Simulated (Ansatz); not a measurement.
# GeH7NSSi, SMILES [SiH3][NH][GeH2][SH]: a geometry optimisation

With the Ansatz DFT code, driven from Python.

The script reads `geh7nssi.xyz`:
```text
11

Si   -1.65050    0.29980   -0.09820
N    -0.42330   -0.74700    0.67930
Ge    1.10750   -0.70510   -0.38800
S     2.07510    1.29090   -0.25200
H    -1.96870   -0.21960   -1.43690
H    -2.87180    0.30700    0.72030
H    -1.13810    1.67400   -0.20900
H    -0.17200   -0.29830    1.58830
H     2.10360   -1.78150    0.11280
H     0.73530   -1.00900   -1.86220
H     2.20270    1.18880    1.14560
```

The cells in order, each with its output:

```python
import itertools

import ansatz
from ase.data import atomic_numbers, covalent_radii
import numpy as np
```

```python
BASIS_SET = "def2-SVP"
XC = "PBE0"
DISPERSION = "d3bj"

system = ansatz.Crystal.molecule_from_extxyz("geh7nssi.xyz")
```

```python
setup = (
    system.calculation()
    .basis(gaussian=BASIS_SET)
    .functional(XC, dispersion=DISPERSION)
)
symbols = [site.symbol for site in system.cartesian_sites]
start = np.array([site.position_ang for site in system.cartesian_sites], dtype=float)
def progress(event):
    if event["event"] == "relax_step":
        row = event["data"]
        print(f"step {row['step']:3d}  E = {row['lagrangian_ev']:.6f} eV  largest force component {row['allowed_force_max_ev_ang']:.4f} eV/A")
```

```python
r = setup.relax(force_tolerance=0.02).session().plan().execute(on_event=progress).report
end = np.array(r["positions_ang"])
```

    step   1  E = -76806.301990 eV  largest force component 1.2842 eV/A
    step   2  E = -76806.483544 eV  largest force component 0.9885 eV/A
    step   3  E = -76806.552962 eV  largest force component 0.8662 eV/A
    step   4  E = -76806.609288 eV  largest force component 0.4628 eV/A
    step   5  E = -76806.611199 eV  largest force component 0.6363 eV/A
    step   6  E = -76806.648240 eV  largest force component 0.0977 eV/A
    step   7  E = -76806.652748 eV  largest force component 0.0598 eV/A
    step   8  E = -76806.657082 eV  largest force component 0.0556 eV/A
    step   9  E = -76806.655473 eV  largest force component 0.2435 eV/A
    step  10  E = -76806.658272 eV  largest force component 0.0692 eV/A
    step  11  E = -76806.660313 eV  largest force component 0.0759 eV/A
    step  12  E = -76806.660471 eV  largest force component 0.1060 eV/A
    step  13  E = -76806.661607 eV  largest force component 0.0959 eV/A
    step  14  E = -76806.662577 eV  largest force component 0.0451 eV/A
    step  15  E = -76806.663572 eV  largest force component 0.0609 eV/A
    step  16  E = -76806.664215 eV  largest force component 0.1095 eV/A
    step  17  E = -76806.664500 eV  largest force component 0.0908 eV/A
    step  18  E = -76806.665044 eV  largest force component 0.0273 eV/A
    step  19  E = -76806.665131 eV  largest force component 0.0326 eV/A
    step  20  E = -76806.665189 eV  largest force component 0.0169 eV/A

```python
print(f"E = {r['free_energy_ev']:.6f} eV = {r['free_energy_ev'] / 27.211386246:.7f} Ha")
print("converged:", r["converged"], " doubts:", r["published_state_doubts"] or "none")
```

    E = -76806.665219 eV = -2822.5928854 Ha
    converged: True  doubts: none

```python
# pairs closer than 1.2 times the sum of covalent radii, before or after
radius = [covalent_radii[atomic_numbers[s]] for s in symbols]
span = lambda where, i, j: np.linalg.norm(where[i] - where[j])
bonded = [(i, j) for i, j in itertools.combinations(range(len(symbols)), 2) if min(span(start, i, j), span(end, i, j)) < 1.2 * (radius[i] + radius[j])]
print("pair        before    after (A)")
for i, j in bonded:
    print(f"{symbols[i]}{i}-{symbols[j]}{j}".ljust(10), f"{span(start, i, j):8.4f} {span(end, i, j):8.4f}")
for first, second in list(itertools.combinations(bonded, 2)):
    shared = set(first) & set(second)
    if shared and symbols[(j := shared.pop())] != "H":
        i, k = sorted((set(first) | set(second)) - {j})
        u, v = end[i] - end[j], end[k] - end[j]
        angle = np.degrees(np.arccos(np.clip(u @ v / np.linalg.norm(u) / np.linalg.norm(v), -1, 1)))
        print(f"final angle {symbols[i]}{i}-{symbols[j]}{j}-{symbols[k]}{k}: {angle:.2f} deg")
with open("geh7nssi_opt.xyz", "w") as handle:
    handle.write(f"{len(symbols)}\nrelaxed GeH7NSSi\n")
    handle.writelines(f"{s:2s} {x:11.6f} {y:11.6f} {z:11.6f}\n" for s, (x, y, z) in zip(symbols, end))
```

    pair        before    after (A)
    Si0-N1       1.7906   1.7415
    Si0-H4       1.4708   1.4928
    Si0-H5       1.4702   1.4960
    Si0-H6       1.4708   1.4983
    N1-Ge2       1.8666   1.8307
    N1-H7        1.0444   1.0159
    Ge2-S3       2.2223   2.2345
    Ge2-H8       1.5497   1.5383
    Ge2-H9       1.5505   1.5348
    S3-H10       1.4071   1.3502
    final angle N1-Si0-H4: 106.88 deg
    final angle N1-Si0-H5: 109.98 deg
    final angle N1-Si0-H6: 114.15 deg
    final angle Si0-N1-Ge2: 125.41 deg
    final angle Si0-N1-H7: 117.79 deg
    final angle H4-Si0-H5: 109.86 deg
    final angle H4-Si0-H6: 108.66 deg
    final angle H5-Si0-H6: 107.27 deg
    final angle Ge2-N1-H7: 114.42 deg
    final angle N1-Ge2-S3: 111.86 deg
    final angle N1-Ge2-H8: 106.47 deg
    final angle N1-Ge2-H9: 110.53 deg
    final angle S3-Ge2-H8: 111.52 deg
    final angle S3-Ge2-H9: 103.32 deg
    final angle Ge2-S3-H10: 94.23 deg
    final angle H8-Ge2-H9: 113.26 deg

`geh7nssi_opt.xyz`, as written:
```text
11
relaxed GeH7NSSi
Si   -1.700959    0.459780   -0.026025
N    -0.406394   -0.542303    0.567969
Ge    1.196151   -0.814593   -0.274259
S     2.236229    1.110654   -0.726515
H    -1.575943    0.493171   -1.513246
H    -3.021123   -0.128620    0.359914
H    -1.673227    1.866453    0.489116
H    -0.408342   -0.782874    1.554955
H     2.034741   -1.702986    0.660502
H     0.976747   -1.432380   -1.662050
H     2.341919    1.473698    0.569639
```

Total energies depend on the basis set; only differences at equal settings carry meaning. The end point is the stationary point reached from this start; no frequency run checks that it is a minimum, and the basis set is modest. Run time: 2.5 min on 1 thread of Arm Neoverse V1, with other jobs on the host, peak memory 0.37 GiB.
